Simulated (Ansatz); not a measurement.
# C₃H₁₁BOSi: a ladder of functionals and wavefunction methods

An exercise on one series of results from a longer session: the logs are not shown, and one member is left open.

Program: Ansatz 0.2.0, Gaussian basis. Level of theory: functionals in def2-TZVPP, the program's frozen cores in correlated methods. These are calculated values, not measurements.

The runs, in order: LDA (SPW92), PBE-D4, revPBE-D4, BLYP-D4, r2SCAN-D4, B97M-V, PBE0-D4, B3LYP-D4, r2SCANh-D4, r2SCAN0-D4, HSE06-D4, BHLYP-D4, CAM-B3LYP-D4, LC-ωPBE, ωB97X-V, ωB97M-V, B2PLYP, PBE-QIDH; CCSD(T)/def2-SVP; MP2/def2-TZVPP; MP2/def2-QZVPP; RPA on PBE.

**Structure used throughout**

An earlier PBE0-D4 in a triple-zeta def2 set relaxation fixed the geometry.

SMILES `BO[Si](C)(C)C`, 17 atoms, charge 0, spin multiplicity 1.

Atoms are counted from 1 here; the program's logs count them from 0.

Bond lengths: B1–O2 1.340 Å, B1–H7 1.201 Å, B1–H8 1.206 Å, O2–Si3 1.673 Å, Si3–C4 1.864 Å, Si3–C5 1.862 Å, Si3–C6 1.862 Å, C4–H9 1.093 Å, C4–H10 1.093 Å, C4–H11 1.094 Å, C5–H12 1.093 Å, C5–H13 1.093 Å, C5–H14 1.093 Å, C6–H15 1.093 Å, C6–H16 1.093 Å, C6–H17 1.093 Å. Angles: O2–B1–H7 118.3°, O2–B1–H8 120.7°, H7–B1–H8 121.0°, B1–O2–Si3 135.1°, O2–Si3–C4 110.4°, O2–Si3–C5 106.3°, O2–Si3–C6 106.3°, C4–Si3–C5 111.1°, C4–Si3–C6 111.1°, C5–Si3–C6 111.3°, Si3–C4–H9 111.6°, Si3–C4–H10 111.6°, Si3–C4–H11 110.0°, H9–C4–H10 107.8°, H9–C4–H11 107.8°, H10–C4–H11 107.8°, Si3–C5–H12 110.9°, Si3–C5–H13 111.1° and more.

As a file:

```xyz
17
charge 0, multiplicity 1
B    -0.82012   -2.30721   -0.82707
O    -0.36114   -1.48930    0.12936
Si    0.08087    0.12307    0.19731
C    -0.15020    0.93146   -1.46642
C     1.86865    0.15346    0.71607
C    -1.01140    0.90981    1.48338
H    -1.04676   -3.45123   -0.53830
H    -1.00038   -1.90289   -1.94866
H    -1.19162    0.88644   -1.79406
H     0.46327    0.45415   -2.23432
H     0.13901    1.98504   -1.41362
H     2.00654   -0.36631    1.66732
H     2.50236   -0.33359   -0.02943
H     2.22260    1.18080    0.83797
H    -0.90992    0.39994    2.44450
H    -2.06243    0.86481    1.18697
H    -0.74834    1.96106    1.62910
```

The first run:

in.yaml reads:

```yaml
crystal:
  periodic: [false, false, false]
  atoms:
    - {symbol: B, position_ang: [-0.820121, -2.307215, -0.827067]}
    - {symbol: O, position_ang: [-0.361141, -1.489297, 0.129364]}
    - {symbol: Si, position_ang: [0.080870, 0.123066, 0.197309]}
    - {symbol: C, position_ang: [-0.150204, 0.931462, -1.466419]}
    - {symbol: C, position_ang: [1.868654, 0.153459, 0.716073]}
    - {symbol: C, position_ang: [-1.011395, 0.909814, 1.483381]}
    - {symbol: H, position_ang: [-1.046760, -3.451232, -0.538297]}
    - {symbol: H, position_ang: [-1.000379, -1.902887, -1.948664]}
    - {symbol: H, position_ang: [-1.191616, 0.886439, -1.794060]}
    - {symbol: H, position_ang: [0.463271, 0.454146, -2.234317]}
    - {symbol: H, position_ang: [0.139007, 1.985040, -1.413623]}
    - {symbol: H, position_ang: [2.006537, -0.366311, 1.667315]}
    - {symbol: H, position_ang: [2.502357, -0.333588, -0.029434]}
    - {symbol: H, position_ang: [2.222600, 1.180796, 0.837971]}
    - {symbol: H, position_ang: [-0.909915, 0.399937, 2.444500]}
    - {symbol: H, position_ang: [-2.062427, 0.864808, 1.186971]}
    - {symbol: H, position_ang: [-0.748339, 1.961060, 1.629096]}
basis:
  gaussian: {orbitals: def2-TZVPP}
hamiltonian: {xc: lda}
output: {orbitals: {seedname: orbitals}}
```

Started as:

```console
> ansatz run in.yaml --threads 4 --pin off --events-out ev --progress --plain --max-ram 11315MiB
```

Among the steps run: LDA; PBE-D4 (GGA); revPBE-D4 (GGA); BLYP-D4 (GGA); r2SCAN-D4 (meta-GGA); B97M-V (meta-GGA); B3LYP-D4 (hybrid); r2SCANh-D4 (hybrid); r2SCAN0-D4 (hybrid); HSE06-D4 (hybrid); BHLYP-D4 (hybrid); CAM-B3LYP-D4 (range-separated); LC-ωPBE (range-separated); ωB97X-V (range-separated); ωB97M-V (range-separated); B2PLYP (double hybrid); PBE-QIDH (double hybrid).

One of the session's tables, all rows but one given; the rest of the session is left out.

It belongs to the step «Frontier levels by functional». 

```
  functional  HOMO (eV)  gap (eV)
 LDA (SPW92)      -6.55      4.95
      PBE-D4      -6.49      5.15
   revPBE-D4      -6.45      5.22
     BLYP-D4      -6.44      5.21
   r2SCAN-D4      -6.81      5.87
      B97M-V      -6.92      5.84
     PBE0-D4      -7.94      7.60
    B3LYP-D4      -7.75      7.15
  r2SCANh-D4      -7.34      6.76
  r2SCAN0-D4          ?         ?
    HSE06-D4      -7.53      6.81
    BHLYP-D4      -9.36      9.96
CAM-B3LYP-D4      -9.40     10.08
     LC-ωPBE     -10.72     12.64
     ωB97X-V     -10.41     12.18
     ωB97M-V     -10.29     11.76
```

**Question.** Estimate the row for r2SCAN0-D4.

Worked estimate for «HOMO (eV)». Against the share of exact exchange, r2SCAN-D4 (0, -6.81), r2SCANh-D4 (0.1, -7.34) give a slope of -5.30 per unit share; at 0.25 the line stands at -8.13.

**Answer.** HOMO (eV): -8.15; gap (eV): 8.06. In «HOMO (eV)» the line misses by +0.02.
